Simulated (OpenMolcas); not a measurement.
**Mo⁴⁺ among point charges: CASSCF and CASPT2 levels and susceptibility**

Aim: the splitting of the states of Mo⁴⁺ in the field of 6 point charges, its lowest levels with spin-orbit coupling and its magnetic susceptibility.

Program: OpenMolcas 26.06. Level of theory: state-averaged CASSCF and CASPT2, spin-orbit coupling by RASSI with atomic mean-field integrals. These are calculated values, not measurements, unless marked.

### 1 What is computed

| Property | Result |
| --- | --- |
| Species | Mo⁴⁺ (molybdenum, Z = 42, 38 electrons) |
| Basis | ANO-RCC-VDZP [6s5p3d1f], 43 functions |
| Scalar Hamiltonian | DKH2, point nucleus |
| Inactive shells | 1s 2s 2p 3s 3p 3d 4s 4p |
| Active space | 2 electrons in 5 orbitals (4d) |
| Some configurations of this space | 4d² |
| Orbitals | optimised for each spin and parity, averaged over all roots |

Outer shells as boxes (Hund's rule):

4d2
```
4d [↑ ][↑ ][  ][  ][  ]
```

The ion sits among 6 point charges of -1.5 e arranged as an octahedron (Oh), 1.92 Å from the ion.

The work runs as a chain of OpenMolcas steps in one folder; each step below is one input file. Labels, J, g values, rates, χT and fits are worked out afterwards by a script from the matrices that RASSI stores. The input lists half of the charges; inversion (Group=XYZ) makes the rest.

### 2 One- and two-electron integrals

Contents of a.inp:

```
&GATEWAY
Coord
1

Mo 0.0 0.0 0.0
Basis=ANO-RCC-VDZP
Group=XYZ
NoMove
AngMom=0.0 0.0 0.0
AMFI
XField
3 Angstrom 0
1.920000 0.000000 0.000000 -1.500000
0.000000 1.920000 0.000000 -1.500000
0.000000 0.000000 1.920000 -1.500000
&SEWARD
```

Run with:

```sh
$ OMP_NUM_THREADS=1 MOLCAS_MEM=1689 MOLCAS_PROJECT=a pymolcas a.inp > a.log
```

What it wrote:

```text
Basis set label: MO.ANO-RCC...6S5P3D1F.

      Electronic valence basis set:
      ------------------
      Associated Effective Charge  42.000000 au
      Associated Actual Charge     42.000000 au
      Nuclear Model: Point charge

      Shell  nPrim  nBasis  Cartesian Spherical Contaminant
         s      21       6        X
         p      18       5        X
         d      13       3                 X
         f       6       1                 X
                  Relativistic Douglas-Kroll-Hess integrals:
                    - DKH order of Hamiltonian: 2
                    - DKH order of Properties : 0
                  Atomic mean-field integrals
```

### 3 Reference wave functions, triplets of even parity, 10 roots

Contents of a.inp:

```
&RASSCF
FileOrb=start.orb
Symmetry=1
Spin=3
nActEl=2 0 0
Inactive=9 9
Ras2=5 0
CIRoot=10 10 1
SDav=10
CIMx=300
Iter=120 100
PrWF=0.3
OrbListing=Nothing
MaxOrb=0
>>> COPY $Project.JobIph JOB001
```

start.orb holds the contracted functions of the basis, ordered by shell, or the orbitals of the step before.

What it wrote, shortened:

```text
[...]
      Number of active orbitals                  5
[...]
      Spin quantum number                      1.0
[...]
      Active orbitals                            5   0
[...]
      Number of CSFs                            10
      Number of root(s) required                10
[...]
      Convergence after  9 iterations
[...]
      Natural orbitals and occupation numbers for root  1
      sym 1:   0.954381   0.954381   0.045619   0.045619  -0.000000
      Natural orbitals and occupation numbers for root  2
      sym 1:   0.954371   0.045629  -0.000000   0.954371   0.045629
      Natural orbitals and occupation numbers for root  3
      sym 1:   0.061506   0.938494   0.000000   0.938494   0.061506
::    RASSCF root number  1 Total energy:  -4052.46283643
::    RASSCF root number  2 Total energy:  -4052.46283643
::    RASSCF root number  3 Total energy:  -4052.46283643
[...]
::    RASSCF root number  7 Total energy:  -4052.37028020
::    RASSCF root number  8 Total energy:  -4052.36698739
::    RASSCF root number  9 Total energy:  -4052.36698739
::    RASSCF root number 10 Total energy:  -4052.36698739
```

### 4 CASSCF: singlets of even parity, 15 roots

Contents of a.inp:

```
&RASSCF
FileOrb=start.orb
Symmetry=1
Spin=1
nActEl=2 0 0
Inactive=9 9
Ras2=5 0
CIRoot=15 15 1
SDav=15
CIMx=300
Iter=120 100
PrWF=0.3
OrbListing=Nothing
MaxOrb=0
>>> COPY $Project.JobIph JOB002
```

What it wrote, shortened:

```text
[...]
      Number of active orbitals                  5
[...]
      Spin quantum number                      0.0
[...]
      Active orbitals                            5   0
[...]
      Number of CSFs                            15
      Number of root(s) required                15
[...]
      Convergence after  7 iterations
[...]
      Natural orbitals and occupation numbers for root  1
      sym 1:   0.080842   0.865692   0.041812   1.011634   0.000020
      Natural orbitals and occupation numbers for root  2
      sym 1:   1.173634   0.166548   0.000483   0.647754   0.011581
      Natural orbitals and occupation numbers for root  3
      sym 1:   0.000018   1.007176   0.891376   0.036510   0.064919
::    RASSCF root number  1 Total energy:  -4052.40735993
::    RASSCF root number  2 Total energy:  -4052.40735993
::    RASSCF root number  3 Total energy:  -4052.40735993
[...]
::    RASSCF root number 12 Total energy:  -4052.34179112
::    RASSCF root number 13 Total energy:  -4052.30368193
::    RASSCF root number 14 Total energy:  -4052.30368193
::    RASSCF root number 15 Total energy:  -4052.21228028
```

### 5 RASSI: spin-orbit coupling between the states

Contents of a.inp:

```
&RASSI
NrOfJobIphs=2 10 15
1 2 3 4 5 6 7 8 9 10
1 2 3 4 5 6 7 8 9 10 11 12 13 14 15
IphNames
JOB001
JOB002
EJob
SpinOrbit
DIPRint=1.0
SOCoupling=1000.0
Subsets=2
Property=9
'ANGMOM' 1 'ANGMOM' 2 'ANGMOM' 3 'MLTPL  1' 1 'MLTPL  1' 2 'MLTPL  1' 3
'AMFI' 1 'AMFI' 2 'AMFI' 3
SOProperty=3
'ANGMOM' 1 'ANGMOM' 2 'ANGMOM' 3
```

What it wrote, shortened:

```text
SPIN-FREE ENERGIES:
  (Shifted by EMIN (a.u.) =      -4052.4628364290)
 SF State       Relative EMIN(au)   Rel lowest level(eV)    D:o, cm**(-1)      L_eff
     1             0.0000000000        0.0000000000              0.0000         2.9
     2             0.0000000000        0.0000000000              0.0000         2.9
     3             0.0000000000        0.0000000000              0.0000         2.9
     4             0.0431488127        1.1741390078           9470.0698         3.0
     5             0.0431488127        1.1741390078           9470.0698         3.0
     6             0.0431488127        1.1741390078           9470.0698         3.0
    11             0.0554764954        1.5095923447          12175.6834         2.8
    12             0.0554764954        1.5095923447          12175.6834         2.8
    13             0.0554764954        1.5095923447          12175.6834         2.8
    14             0.0571437503        1.5549606611          12541.6035         3.0
[...]
Eigenvalues of complex Hamiltonian:
   -----------------------------------
  (Shifted by EMIN (a.u.) =      -4052.4628364290)
 SO State       Relative EMIN(au)   Rel lowest level(eV)    D:o, cm**(-1)     J-value
     1            -0.0041871356        0.0000000000              0.0000         2.2
     2            -0.0041871356        0.0000000000              0.0000         1.8
     3            -0.0035336963        0.0177809890            143.4133         2.2
     4            -0.0035336963        0.0177809890            143.4133         2.2
     5            -0.0035336963        0.0177809890            143.4133         2.0
     6             0.0023697978        0.1784232483           1439.0805         3.0
     7             0.0023697978        0.1784232483           1439.0805         3.0
     8             0.0023697978        0.1784232483           1439.0805         2.3
     9             0.0054258691        0.2615831835           2109.8107         3.1
    10             0.0401073422        1.2053141431           9721.5142         2.4
    11             0.0401073422        1.2053141430           9721.5142         2.4
[...]
```

These steps took 6.3 s in all on 1 thread of Intel Xeon Platinum 8259CL at 2.50GHz (Skylake/Cascade Lake), shared host.

States without spin-orbit coupling:

```tsv
state	degeneracy	E (cm-1)	free-ion L (%)
3T1	3	0	F (96)
3T2	3	9470	F (100)
1T2	3	12176	D (68)
1E	2	12542	D (56)
3A2	1	20314	F (100)
3T1	3	21036	P (96)
1A1	1	23879	G (83)
1T2	3	23928	G (68)
1T1	3	26566	G (100)
1E	2	34930	G (56)
1A1	1	54991	S (83)
```

With spin-orbit coupling:

```
E (cm-1)  Degeneracy  Label  2S+1
     0.0           2      E     3
   143.4           3     T2     3
    1439           3     T1     3
    2110           1     A1     3
    9722           3     T2     3
    9949           1     A2     3
   10668           3     T1     3
   10772           2      E     3
   13365           2      E     1
   13402           3     T2     1
   20922           1     A1     3
   21160           3     T2     3
   21555           3     T1     3
   22368           3     T2     3
   22474           2      E     3
   24955           1     A1     1
   25203           3     T2     1
   27527           3     T1     1
   35963           2      E     1
   56035           1     A1     1
```

Powder χT (cm³ K/mol): 0.00 at 2 K, 0.00 at 5 K, 0.01 at 10 K, 0.01 at 20 K, 0.04 at 50 K, 0.08 at 100 K, 0.12 at 150 K, 0.16 at 200 K, 0.20 at 250 K, 0.24 at 300 K.

A ligand-field fit to the states below 45000 cm-1 gives 10Dq = 11044 cm-1, B = 846 cm-1 and C = 3405 cm-1 (C/B = 4.02), with a deviation of 153 cm-1.

### 6 CASPT2: IPEA 0.25, imaginary shift 0.1 (closed shells correlated: 4s 4p)

Contents of a.inp:

```
>>> COPY JOB001 $Project.JobIph
&CASPT2
Multistate=10 1 2 3 4 5 6 7 8 9 10
NoMult
Frozen=8 6
IPEA=0.25
Imaginary=0.1
MaxIter=60
WThr=0.0 0.3 0.05
PrWF=0.5
NoMix
>>> COPY JOB002 $Project.JobIph
&CASPT2
Multistate=15 1 2 3 4 5 6 7 8 9 10 11 12 13 14 15
NoMult
Frozen=8 6
IPEA=0.25
Imaginary=0.1
MaxIter=60
WThr=0.0 0.3 0.05
PrWF=0.5
NoMix
```

Run with:

```sh
$ OMP_NUM_THREADS=1 MOLCAS_MEM=1689 MOLCAS_PROJECT=a pymolcas a.inp > a.log
```

What it wrote:

```text
Orbital specifications:
      -----------------------

      Symmetry species                           1   2
                                                ag  au
      Frozen orbitals                            8   6
      Inactive orbitals                          1   3
      Active orbitals                            5   0
      Secondary orbitals                         7  13
      Deleted orbitals                           0   0
      Number of basis functions                 21  22
Type of calculation                        SS-CASPT2
      Fock operator                              state-specific
      IPEA shift                                 0.25
      Real shift                                 0.00
      Imaginary shift                            0.10
      The input orbitals will be transformed to quasi-canonical
Reference energy:       -4052.4628364290
      E2 (Non-variational):      -0.1858455947
      Shift correction:          -0.0000974064
      E2 (Variational):          -0.1859430011
      Total energy:           -4052.6487794301
      Residual norm:              0.0000000387
      Reference weight:           0.96059
      Contributions to the CASPT2 correlation energy
      Active & Virtual Only:         -0.0041828329
      One Inactive Excited:          -0.0672277753
      Two Inactive Excited:          -0.1144349866
Reference energy:       -4052.4628364290
      E2 (Non-variational):      -0.1858068829
      Shift correction:          -0.0000971269
      E2 (Variational):          -0.1859040097
      Total energy:           -4052.6487404387
      Residual norm:              0.0000009666
      Reference weight:           0.96062
      Contributions to the CASPT2 correlation energy
      Active & Virtual Only:         -0.0041439709
      One Inactive Excited:          -0.0672278578
      Two Inactive Excited:          -0.1144350542
::    CASPT2 Root  1     Total energy:  -4052.64877943
::    CASPT2 Root  2     Total energy:  -4052.64874044
::    CASPT2 Root  3     Total energy:  -4052.64944684
::    CASPT2 Root  4     Total energy:  -4052.60446217
::    CASPT2 Root  5     Total energy:  -4052.60440544
::    CASPT2 Root  6     Total energy:  -4052.60442177
::    CASPT2 Root  7     Total energy:  -4052.55391810
::    CASPT2 Root  8     Total energy:  -4052.56152573
::    CASPT2 Root  9     Total energy:  -4052.56177361
::    CASPT2 Root 10     Total energy:  -4052.56177333
Orbital specifications:
      -----------------------

      Symmetry species                           1   2
                                                ag  au
      Frozen orbitals                            8   6
      Inactive orbitals                          1   3
      Active orbitals                            5   0
      Secondary orbitals                         7  13
      Deleted orbitals                           0   0
      Number of basis functions                 21  22
Type of calculation                        SS-CASPT2
      Fock operator                              state-specific
      IPEA shift                                 0.25
      Real shift                                 0.00
      Imaginary shift                            0.10
      The input orbitals will be transformed to quasi-canonical
Reference energy:       -4052.4073599336
      E2 (Non-variational):      -0.1942939972
      Shift correction:          -0.0001468675
      E2 (Variational):          -0.1944408647
      Total energy:           -4052.6018007983
      Residual norm:              0.0000007286
      Reference weight:           0.95679
      Contributions to the CASPT2 correlation energy
      Active & Virtual Only:         -0.0089523390
      One Inactive Excited:          -0.0676128822
      Two Inactive Excited:          -0.1177287761
Reference energy:       -4052.4073599336
      E2 (Non-variational):      -0.1941003895
      Shift correction:          -0.0001278415
      E2 (Variational):          -0.1942282310
      Total energy:           -4052.6015881646
      Residual norm:              0.0000003803
      Reference weight:           0.95648
      Contributions to the CASPT2 correlation energy
      Active & Virtual Only:         -0.0089788887
      One Inactive Excited:          -0.0673963127
      Two Inactive Excited:          -0.1177251881
::    CASPT2 Root  1     Total energy:  -4052.60180080
::    CASPT2 Root  2     Total energy:  -4052.60158816
::    CASPT2 Root  3     Total energy:  -4052.60175550
::    CASPT2 Root  4     Total energy:  -4052.59912794
::    CASPT2 Root  5     Total energy:  -4052.59907831
::    CASPT2 Root  6     Total energy:  -4052.55331856
::    CASPT2 Root  7     Total energy:  -4052.54699739
::    CASPT2 Root  8     Total energy:  -4052.54704870
::    CASPT2 Root  9     Total energy:  -4052.54704698
::    CASPT2 Root 10     Total energy:  -4052.53464768
::    CASPT2 Root 11     Total energy:  -4052.53469875
::    CASPT2 Root 12     Total energy:  -4052.53459006
::    CASPT2 Root 13     Total energy:  -4052.49601694
::    CASPT2 Root 14     Total energy:  -4052.49599284
::    CASPT2 Root 15     Total energy:  -4052.42272934
```

Time for this run: 2.2 s (1 thread of Intel Xeon Platinum 8259CL at 2.50GHz (Skylake/Cascade Lake), shared host).

SS-CASPT2: lowest energy less the reference's lowest, -0.1862 hartree; reference weights 0.951 to 0.961.

Spin-free states, with their symmetry labels:

```tsv
state	degeneracy	E (cm-1)	free-ion L (%)
3T1	3	0	F (96)
3T2	3	9780	F (100)
1T2	3	10375	D (68)
1E	2	10949	D (56)
3T1	3	19160	P (96)
3A2	1	20866	F (100)
1A1	1	20997	G (83)
1T2	3	22377	G (68)
1T1	3	25095	G (100)
1E	2	33576	G (56)
1A1	1	49658	S (83)
```

With spin-orbit coupling:

```json
{"E (cm-1)": "0", "Degeneracy": "2", "Label": "E", "2S+1": "3"}
{"E (cm-1)": "140", "Degeneracy": "3", "Label": "T2", "2S+1": "3"}
{"E (cm-1)": "1440", "Degeneracy": "3", "Label": "T1", "2S+1": "3"}
{"E (cm-1)": "2110", "Degeneracy": "1", "Label": "A1", "2S+1": "3"}
{"E (cm-1)": "9640", "Degeneracy": "3", "Label": "T2", "2S+1": "3"}
{"E (cm-1)": "10260", "Degeneracy": "1", "Label": "A2", "2S+1": "3"}
{"E (cm-1)": "10980", "Degeneracy": "3", "Label": "T1", "2S+1": "3"}
{"E (cm-1)": "11070", "Degeneracy": "2", "Label": "E", "2S+1": "3"}
{"E (cm-1)": "11780", "Degeneracy": "2", "Label": "E", "2S+1": "1"}
{"E (cm-1)": "12000", "Degeneracy": "3", "Label": "T2", "2S+1": "1"}
{"E (cm-1)": "19000", "Degeneracy": "1", "Label": "A1", "2S+1": "3"}
{"E (cm-1)": "19680", "Degeneracy": "3", "Label": "T1", "2S+1": "3"}
{"E (cm-1)": "20450", "Degeneracy": "3", "Label": "T2", "2S+1": "3"}
{"E (cm-1)": "20610", "Degeneracy": "2", "Label": "E", "2S+1": "3"}
{"E (cm-1)": "21570", "Degeneracy": "3", "Label": "T2", "2S+1": "3"}
{"E (cm-1)": "22120", "Degeneracy": "1", "Label": "A1", "2S+1": "1"}
{"E (cm-1)": "23840", "Degeneracy": "3", "Label": "T2", "2S+1": "1"}
{"E (cm-1)": "26060", "Degeneracy": "3", "Label": "T1", "2S+1": "1"}
{"E (cm-1)": "34610", "Degeneracy": "2", "Label": "E", "2S+1": "1"}
{"E (cm-1)": "50720", "Degeneracy": "1", "Label": "A1", "2S+1": "1"}
```

Powder χT (cm³ K/mol): 0.00 at 2 K, 0.00 at 5 K, 0.01 at 10 K, 0.01 at 20 K, 0.04 at 50 K, 0.08 at 100 K, 0.12 at 150 K, 0.16 at 200 K, 0.20 at 250 K, 0.24 at 300 K.

A ligand-field fit to the states below 45000 cm-1 gives 10Dq = 11370 cm-1, B = 702 cm-1 and C = 3152 cm-1 (C/B = 4.49), with a deviation of 275 cm-1.

### 7 The methods side by side

A. CASSCF
B. SS-CASPT2, IPEA 0.25, imaginary shift 0.1 (closed shells correlated: 4s 4p)

```tsv
method	ground state	first state of that spin (cm-1)	first gap with spin-orbit (cm-1)	χT at 300 K
A	3T1	3T2 9470	143.4	0.24
B	3T1	3T2 9780	141.1	0.24
```

### 8 Summary of results

```
                                            quantity                                                                        value
                                              method  SS-CASPT2, IPEA 0.25, imaginary shift 0.1 (closed shells correlated: 4s 4p)
                              spin-free ground state                                              3T1, 3-fold in its orbital part
first state of the same spin within the active space                                                             3T2 at 9780 cm⁻¹
                                        lowest level                                               2-fold E, g = 0.00, 0.00, 0.00
                                          next level                                                                   141.1 cm⁻¹
                                         χT at 300 K                                                               0.24 cm³ K/mol
                           effective moment at 300 K                                                                      1.39 μB
```

Cost by method:

```tsv
method	time of its own steps	time with the reference
A. CASSCF	6.3 s	6.3 s
B. SS-CASPT2, IPEA 0.25, imaginary shift 0.1, +4s 4p	2.2 s	8.5 s
```

Times are of one thread on a shared host.

What this shows: The spin-free ground state (3T1) comes to 96 % from free-ion F terms and keeps the highest spin of the shell. χT at 300 K is 0.24, against 1.00 cm³ K/mol for the spin alone, so spin-orbit coupling lowers it. A ligand-field fit to the states below 45000 cm-1 gives 10Dq = 11370 cm-1, B = 702 cm-1 and C = 3152 cm-1 (C/B = 4.49), with a deviation of 275 cm-1. CASPT2 does not keep the components of a term degenerate, and the means are used. The field of point charges can differ much from that of real complexes. This is an electrostatic model: the charges have no orbitals.
